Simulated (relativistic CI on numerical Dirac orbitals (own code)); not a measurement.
# In⁺: one ion under different settings

Aim: see what numerical and physical settings do to the SCF, the total energy and the lowest levels of In⁺.

Method: Dirac-Coulomb-Breit CI, KLI orbitals optimised for each configuration, model QED (radiative potential, 1s self-energy scaled to tabulated hydrogen-like ionisation energies), numerical settings as typed. Code: relativistic CI on numerical Dirac orbitals (own code) version 3.

## Step 1: The system

* ion: In⁺ (In II)
* nuclear charge: 49
* electrons: 48
* isotope: A = 115

## Step 2: Usual settings

Settings of the run:

```ini
atom In  Z=49  charge=1  electrons=48
nucleus A=115  rms_radius_fm=4.6156
hamiltonian dirac-coulomb  breit=on  qed=on  c_scale=1
orbitals kli  potential=per-configuration
slater_scale 1
correlation none
mixing on
grid step=0.0125 r_max=100.6
scf mixing=0.4 start=green max_iterations=150 tolerance=2e-08 node_fill=0.05
configurations
  [Kr] 4d10 5s2
  [Kr] 4d10 5s 5p
end
```

On the command line:

```bash
$ python run_levels.py task.json out
```

task.json lists these runs, among others, and the program works through them in turn.

The program writes no log. Results of the run, from its result record (rounded, main fields):

```text
{
  "status": "converged",
  "levels [i, E_cm, J2, conf, term, w_term, w_jj]": [
    [0, 0, 0, "5s2", "1S", 1, 1],
    [1, 31393.104, 0, "5s 5p", "3P*", 1, 1],
    [2, 32498.84, 2, "5s 5p", "3P*", 0.9983, 0.705],
    [3, 34838.633, 4, "5s 5p", "3P*", 1, 1],
    [4, 62696.317, 2, "5s 5p", "1P*", 0.9983, 0.705]
  ],
  "total_energy [Ha]": -5873.3457495,
  "n_levels_all": 5,
  "overlap": 4.29428e-12,
  "scf_iterations": [11, 12],
  "orbital_energies [Ha]": {"1s": -1018.63, "2s": -152.8, "2p1/2": -142.463, "2p3/2": -134.735, "3s": -29.392, "3p1/2": -25.2304, "3p3/2": -23.8298, "3d3/2": -16.4892, "3d5/2": -16.2029, "4s": -4.7558, "4p1/2": -3.40223, "4p3/2": -3.16294, "4d3/2": -1.07377, "4d5/2": -1.04273, "5s": -0.634439},
  "configurations [conf, odd, states, E_av_Ha, breit_Ha, qed_Ha]": [
    ["5s2", 0, 1, -5880.218178, 4.122, 2.751],
    ["5s 5p", 1, 12, -5880.031121, 4.122, 2.75]
  ],
  "scf_steps of the first configuration [iteration, E_Ha, residual, outer_eigenvalue_Ha]": [
    [1, -5872.053017, 1.52, -1.021],
    [2, -5879.553541, 0.478, -0.7322],
    [3, -5880.146328, 0.156, -0.6591],
    [4, -5880.217058, 0.0448, -0.6483],
    [5, -5880.218451, 0.0302, -0.6447],
    [6, -5880.217777, 0.00382, -0.6333],
    [7, -5880.218179, 0.000121, -0.6344],
    [8, -5880.218194, 0.000206, -0.6345],
    [9, -5880.218178, 1.29e-06, -0.6344],
    [10, -5880.218178, 1.71e-06, -0.6344],
    [11, -5880.218178, 1.08e-08, -0.6344]
  ]
}
```

It took 0.22 s on 1 thread, shared host.

## Step 3: Slater scale 1.2

Changes to the settings of step 2:

```diff
@@ -4,3 +4,3 @@
 orbitals kli  potential=per-configuration
-slater_scale 1
+slater_scale 1.2
 correlation none
```

Result record:

```text
{
  "status": "converged",
  "levels [i, E_cm, J2, conf, term, w_term]": [
    [0, 0, 0, "5s2", "1S", 1],
    [1, 29836.836, 0, "5s 5p", "3P*", 1],
    [2, 31006.737, 2, "5s 5p", "3P*", 0.9988],
    [3, 33444.457, 4, "5s 5p", "3P*", 1],
    [4, 67030.804, 2, "5s 5p", "1P*", 0.9988]
  ],
  "total_energy [Ha]": -5873.3457495,
  "n_levels_all": 5,
  "overlap": 4.29428e-12,
  "scf_iterations": [11, 12],
  "orbital_energies [Ha]": {"1s": -1018.63, "2s": -152.8, "2p1/2": -142.463, "2p3/2": -134.735, "3s": -29.392, "3p1/2": -25.2304, "3p3/2": -23.8298, "3d3/2": -16.4892, "3d5/2": -16.2029, "4s": -4.7558, "4p1/2": -3.40223, "4p3/2": -3.16294, "4d3/2": -1.07377, "4d5/2": -1.04273, "5s": -0.634439},
  "configurations [conf, odd, states, E_av_Ha, breit_Ha, qed_Ha]": [
    ["5s2", 0, 1, -5880.218178, 4.122, 2.751],
    ["5s 5p", 1, 12, -5880.031121, 4.122, 2.75]
  ],
  "scf_steps of the first configuration [iteration, E_Ha, residual, outer_eigenvalue_Ha]": [
    [1, -5872.053017, 1.52, -1.021],
    [2, -5879.553541, 0.478, -0.7322],
    [3, -5880.146328, 0.156, -0.6591],
    [4, -5880.217058, 0.0448, -0.6483],
    [5, -5880.218451, 0.0302, -0.6447],
    [6, -5880.217777, 0.00382, -0.6333],
    [7, -5880.218179, 0.000121, -0.6344],
    [8, -5880.218194, 0.000206, -0.6345],
    [9, -5880.218178, 1.29e-06, -0.6344],
    [10, -5880.218178, 1.71e-06, -0.6344],
    [11, -5880.218178, 1.08e-08, -0.6344]
  ]
}
```

Wall time 0.22 s (1 thread, shared host).

## Step 4: Potential mixing 0.9, speed-of-light factor 10

Settings of the run:

```ini
atom In  Z=49  charge=1  electrons=48
nucleus A=115  rms_radius_fm=4.6156
hamiltonian dirac-coulomb  breit=on  qed=on  c_scale=10
orbitals kli  potential=per-configuration
slater_scale 1
correlation none
mixing on
grid step=0.0125 r_max=100.6
scf mixing=0.9 start=green max_iterations=150 tolerance=2e-08 node_fill=0.05
configurations
  [Kr] 4d10 5s2
  [Kr] 4d10 5s 5p
end
```

Result record:

```text
{
  "status": "converged",
  "levels [i, E_cm, J2, conf, term, w_term]": [
    [0, 0, 0, "5s2", "1S", 1],
    [1, 28477.684, 0, "5s 5p", "3P*", 1],
    [2, 28488.196, 2, "5s 5p", "3P*", 1],
    [3, 28509.244, 4, "5s 5p", "3P*", 1],
    [4, 57488.089, 2, "5s 5p", "1P*", 1]
  ],
  "total_energy [Ha]": -5739.431031,
  "n_levels_all": 5,
  "overlap": 5.95833e-12,
  "scf_iterations": [11, 11],
  "orbital_energies [Ha]": {"1s": -984.678, "2s": -144.537, "2p1/2": -134.965, "2p3/2": -134.893, "3s": -27.7077, "3p1/2": -23.7994, "3p3/2": -23.7865, "3d3/2": -16.5581, "3d5/2": -16.5552, "4s": -4.43706, "4p1/2": -3.16552, "4p3/2": -3.16333, "4d3/2": -1.09189, "4d5/2": -1.09157, "5s": -0.605388},
  "configurations [conf, odd, states, E_av_Ha, breit_Ha, qed_Ha]": [
    ["5s2", 0, 1, -5741.208949, 0.03982, 1.738],
    ["5s 5p", 1, 12, -5741.045819, 0.03982, 1.738]
  ],
  "scf_steps of the first configuration [iteration, E_Ha, residual, outer_eigenvalue_Ha]": [
    [1, -5735.367531, 1.31, -0.9413],
    [2, -5732.682429, 1.56, -0.5019],
    [3, -5741.115254, 0.253, -0.7771],
    [4, -5741.171807, 0.16, -0.6905],
    [5, -5741.209264, 0.033, -0.6257],
    [6, -5741.207579, 0.0164, -0.5955],
    [7, -5741.209066, 0.00214, -0.6067],
    [8, -5741.208957, 0.000128, -0.6055],
    [9, -5741.208949, 2.91e-06, -0.6054],
    [10, -5741.208949, 4.46e-07, -0.6054],
    [11, -5741.208949, 1.02e-09, -0.6054]
  ]
}
```

It took 0.22 s on 1 thread, shared host.

With a scaled speed of light this is not the real ion; the QED potentials keep the true α and change only through the orbitals.

## Step 5: Potential mixing 1.8

Settings of the run:

```ini
atom In  Z=49  charge=1  electrons=48
nucleus A=115  rms_radius_fm=4.6156
hamiltonian dirac-coulomb  breit=on  qed=on  c_scale=1
orbitals kli  potential=per-configuration
slater_scale 1
correlation none
mixing on
grid step=0.0125 r_max=100.6
scf mixing=1.8 start=green max_iterations=94 tolerance=2e-08 node_fill=0.05
configurations
  [Kr] 4d10 5s2
  [Kr] 4d10 5s 5p
end
```

Result record:

```text
{
  "status": "converged",
  "levels [i, E_cm, J2, conf, term, w_term]": [
    [0, 0, 0, "5s2", "1S", 1],
    [1, 31393.104, 0, "5s 5p", "3P*", 1],
    [2, 32498.839, 2, "5s 5p", "3P*", 0.9983],
    [3, 34838.633, 4, "5s 5p", "3P*", 1],
    [4, 62696.317, 2, "5s 5p", "1P*", 0.9983]
  ],
  "total_energy [Ha]": -5873.3457495,
  "n_levels_all": 5,
  "overlap": 4.29145e-12,
  "scf_iterations": [17, 16],
  "orbital_energies [Ha]": {"1s": -1018.63, "2s": -152.8, "2p1/2": -142.463, "2p3/2": -134.735, "3s": -29.392, "3p1/2": -25.2304, "3p3/2": -23.8298, "3d3/2": -16.4892, "3d5/2": -16.2029, "4s": -4.7558, "4p1/2": -3.40223, "4p3/2": -3.16294, "4d3/2": -1.07377, "4d5/2": -1.04273, "5s": -0.634439},
  "configurations [conf, odd, states, E_av_Ha, breit_Ha, qed_Ha]": [
    ["5s2", 0, 1, -5880.218178, 4.122, 2.751],
    ["5s 5p", 1, 12, -5880.031121, 4.122, 2.75]
  ],
  "scf_steps of the first configuration [iteration, E_Ha, residual, outer_eigenvalue_Ha]": [
    [1, -5872.053017, 1.52, -1.021],
    [2, -5776.45274, 7.14, -0.3423],
    [3, -5876.521071, 0.921, -1.349],
    [4, -5879.98751, 0.372, -0.9274],
    [5, -5880.172541, 0.23, -0.8665],
    [6, -5880.170979, 0.234, -0.8715],
    [7, -5880.214589, 0.0777, -0.714],
    [8, -5880.218166, 0.0323, -0.6639],
    [9, -5880.217645, 0.0132, -0.6221],
    [10, -5880.217823, 0.00819, -0.6271],
    [11, -5880.218202, 0.000431, -0.6347],
    [12, -5880.218193, 0.000262, -0.6346],
    [13, -5880.218178, 4.44e-06, -0.6344],
    [14, -5880.218178, 1.85e-06, -0.6344],
    [15, -5880.218178, 6.64e-07, -0.6344],
    [16, -5880.218178, 2.42e-08, -0.6344],
    [17, -5880.218178, 1.08e-08, -0.6344]
  ]
}
```

Run time: 0.28 s. Hardware: 1 thread, shared host.

The value lies outside the usual range, yet the result is unchanged in this case.

## Step 6: Comparison

| setting | total energy less usual (Ha) | largest shift of a level among the lowest eight of both runs, same label and place (cm⁻¹) | SCF iterations | time | lowest level | kind of change |
| --- | --- | --- | --- | --- | --- | --- |
| usual | 0 | 0 | 23 | 0.22 s | 5s2 1S0 | - |
| Slater scale 1.2 | 0 | 4330 | 23 | 0.22 s | 5s2 1S0 | model term |
| potential mixing 0.9, speed-of-light factor 10 | 134 | 6330 | 22 | 0.22 s | 5s2 1S0 | unphysical constant |
| potential mixing 1.8 | 0 | 0 | 33 | 0.28 s | 5s2 1S0 | extreme, harmless here |

## Step 7: Outcome

| quantity | value |
| --- | --- |
| lowest level, usual settings | 5s2 1S0 |
| total energy | -5873.3457 Ha |
| first excitation | 31393 cm⁻¹ |

Among the runs whose levels can be followed, they move most under «potential mixing 0.9, speed-of-light factor 10» (unphysical constant), by up to 6330 cm⁻¹. No visible change in the result comes from «potential mixing 1.8». Only the listed configurations are in the model. Near neutrality, missing correlation can shift configurations against each other by thousands of cm⁻¹.
